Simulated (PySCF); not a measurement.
**Beryllium: the same states on changed settings**

An exercise on one series of results from a longer session: the logs are not shown, and one member is left open.

Method: unrestricted determinants in a Gaussian basis, no spin-orbit coupling in the energies. Code: PySCF 2.14.0.

6 further runs of the same task are left out: 6 that didn't finish.

## The atom as given

* Element: beryllium (Z = 4)
* Basis: Sapporo-DZP-2012 (4s2p, 10 functions)
* Hamiltonian: the spin-free X2C one-electron Hamiltonian (Gaussian nucleus)
* State 1: Be: [He] 2s2, closed-shell 1S
* State 2: Be⁺: [He] 2s1, 2S determinant
* Methods: MP2, CCSD(T)
* Core shells frozen in the correlated runs: all electrons: nothing (for Be)

Outer shells as boxes (Hund's rule):

Be [He] 2s2
```
[He] core
2s [↑↓]
```

Be+ [He] 2s1
```
[He] core
2s [↑ ]
```

The sound run (Sapporo-DZP-2012, scalar relativity by spin-free X2C-1e, symmetry-adapted start, fine grid, valence correlation) gave:

```tsv
species	method	energy (hartree)
Be	UHF	-14.57193
Be	TPSS	-14.67076
Be	M06-2X	-14.66453
Be	MP2 (valence)	-14.59472
Be	CCSD(T) (valence)	-14.61644
Be⁺	UHF	-14.27642
Be⁺	TPSS	-14.33772
Be⁺	M06-2X	-14.33052
```

The runs were made by one driver on top of PySCF. The scripts below sum up each run's settings (the driver also hands on starting orbitals that pick excited configurations, and frozen orbitals as a list rather than a count), and the logs come from the driver's own runs. The driver starts from symmetry-adapted Hartree-Fock orbitals, holds the occupation by maximum overlap and uses a logarithmic radial grid for functionals, so a plain start would take other cycles.

Set-up of the first run:

It was started by

```
> OMP_NUM_THREADS=1 python atomrun2.py TASK.json OUT
```

The input, input.py:

```python
from pyscf import gto, scf, dft, mp, cc
import basis_set_exchange as bse
mol = gto.M(atom="Be 0 0 0", charge=0, spin=0, symmetry="D2h",
            basis=gto.basis.parse(bse.get_basis("Sapporo-DZP-2012", elements=["Be"], fmt="nwchem", header=False)),
            nucmod="G")
mf = scf.UHF(mol).sfx2c1e()
mf.irrep_nelec = {'Ag': (2, 2)}
mf.kernel()
mp.UMP2(mf, frozen=0).kernel()
```

The input, input.py:

```python
from pyscf import gto, scf, dft, mp, cc
import basis_set_exchange as bse
mol = gto.M(atom="Be 0 0 0", charge=0, spin=0, symmetry="D2h",
            basis=gto.basis.parse(bse.get_basis("Sapporo-DZP-2012", elements=["Be"], fmt="nwchem", header=False)),
            nucmod="G")
mf = scf.UHF(mol).sfx2c1e()
mf.irrep_nelec = {'Ag': (2, 2)}
mf.kernel()
mycc = cc.CCSD(mf, frozen=0).run()
mycc.ccsd_t()
```

Steps of the session up to this table: Changed run, Be; Changed run, Be⁺, method by method.

One of the session's tables, all rows but one given; the rest of the session is left out.

Ionisation energy of Be:

| method | sound run (eV) |
| --- | --- |
| UHF | 8.041 |
| MP2 | ? |
| SCS-MP2 | 8.785 |
| CCSD | 9.252 |
| CCSD(T) | 9.252 |

Q: Estimate the row for MP2 from the others.

As computed: sound run (eV): 8.661. In the column «sound run (eV)» it lies between UHF (8.041) and SCS-MP2 (8.785).
